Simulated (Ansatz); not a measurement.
**Ni: ferro- or antiferromagnet**

Aim: compare arrangements of the moments in a cell of Ni: parallel, none, and patterns of up and down. The runs shown use PAW and LAPW. Its runs: parallel moments (PAW and LAPW); no spin polarisation (PAW); moments start +- (PAW and LAPW).

Method: DFT LDA, with the methods named in each step, in Ansatz 0.2.0.

## (1) The structure to begin with

The structure is cubic, space group Fm-3m (No. 225). The conventional cell has a = 3.524 Å, b = 3.524 Å, c = 3.524 Å, α = 90.00°, β = 90.00°, γ = 90.00°. Ni (site symmetry m-3m) has 12 Ni at 2.49 Å as nearest neighbours.

As a file:

```
Ni
1.0
     0.00000   -1.76194    1.76194
     0.00000    1.76194    1.76194
    -3.52387    0.00000    0.00000
Ni
2
Direct
  0.00000 0.00000 0.00000
  0.50000 0.50000 0.50000
```

In patterns such as +-, the signs follow the magnetic atoms in the order of the input.

Atoms are numbered in the order of the input: Ni1, Ni2.

## (2) Parallel moments, PAW

Contents of input.yaml:

```yaml
crystal:
  lattice:
    - [0.0, -1.761935, 1.761935]
    - [0.0, 1.761935, 1.761935]
    - [-3.52387, 0.0, 0.0]
  atoms:
    - { symbol: Ni, position: [0.0, 0.0, 0.0], spin: 1.5 }
    - { symbol: Ni, position: [0.5, 0.5, 0.5], spin: 1.5 }
magnetization:
  spin_polarized: true
kpoints:
  mp_grid: { grid: [12, 12, 9] }
scf:
  occupations: { method: fermi_dirac, width: 0.1 }
  lower_state_search: "off"
hamiltonian:
  xc: lda
  pseudopotentials: { kind: paw }
output:
  forces: true
  stress: true
  eigenvalues: true
  populations: true
```

Run with:

```sh
ansatz run input.yaml --threads 1 --pin off --max-ram 3072MiB --backend cpu --events-out ev --progress --plain --runs-dir out
```

## (3) Parallel moments, LAPW

input.yaml, as its differences from that of step 2:

```diff
@@ -17,3 +17,3 @@
   xc: lda
-  pseudopotentials: { kind: paw }
+  pseudopotentials: { kind: all_electron, lapw: { basis_error: 0.0005 } }
 output:
```

## (4) No spin polarisation, PAW

Contents of input.yaml:

```yaml
crystal:
  lattice:
    - [0.0, -1.761935, 1.761935]
    - [0.0, 1.761935, 1.761935]
    - [-3.52387, 0.0, 0.0]
  atoms:
    - { symbol: Ni, position: [0.0, 0.0, 0.0] }
    - { symbol: Ni, position: [0.5, 0.5, 0.5] }
kpoints:
  mp_grid: { grid: [12, 12, 9] }
scf:
  occupations: { method: fermi_dirac, width: 0.1 }
  lower_state_search: "off"
hamiltonian:
  xc: lda
  pseudopotentials: { kind: paw }
output:
  forces: true
  stress: true
  eigenvalues: true
  write_density: true
  write_potential: true
  elf: true
  volumetric_format: npy
```

## (5) Moments start +-, PAW

input.yaml, as its differences from that of step 4:

```diff
@@ -6,4 +6,6 @@
   atoms:
-    - { symbol: Ni, position: [0.0, 0.0, 0.0] }
-    - { symbol: Ni, position: [0.5, 0.5, 0.5] }
+    - { symbol: Ni, position: [0.0, 0.0, 0.0], spin: 1.5 }
+    - { symbol: Ni, position: [0.5, 0.5, 0.5], spin: -1.5 }
+magnetization:
+  spin_polarized: true
 kpoints:
@@ -20,2 +22,3 @@
   eigenvalues: true
+  populations: true
   write_density: true
```

## (6) Moments start +-, LAPW

input.yaml, as its differences from that of step 5:

```diff
@@ -17,3 +17,3 @@
   xc: lda
-  pseudopotentials: { kind: paw }
+  pseudopotentials: { kind: all_electron, lapw: { basis_error: 0.0005 } }
 output:
@@ -23,5 +23 @@
   populations: true
-  write_density: true
-  write_potential: true
-  elf: true
-  volumetric_format: npy
```

(Steps that only read results are left out.)

**Question.** What will these runs give? Wanted: lowest (for each run or level that gives them).

**Answer**, as computed:

| quantity | value |
| --- | --- |
| lowest (LAPW) | parallel moments, 0.0 meV a magnetic atom from the reference |
| lowest (PAW) | parallel moments, 0.0 meV a magnetic atom from the reference |

What this shows: By LAPW the lowest run is «parallel moments», 24.2 meV a magnetic atom under «moments start +-». By PAW the lowest run is «parallel moments», 24.3 meV a magnetic atom under «moments start +-». In «moments start +-» the moments died away, leaving the non-magnetic state, a higher solution that the SCF fell into. A run can end in another pattern than it began with. Only this cell's orders were tried, so longer waves of spin are out of reach. The magnetic state is the one reached from the start moments in this cell; it needn't be the ground state. The cell isn't relaxed for this functional (it is under tension of several GPa), which inflates moments. The k mesh (12×12×9) wasn't tested for convergence.
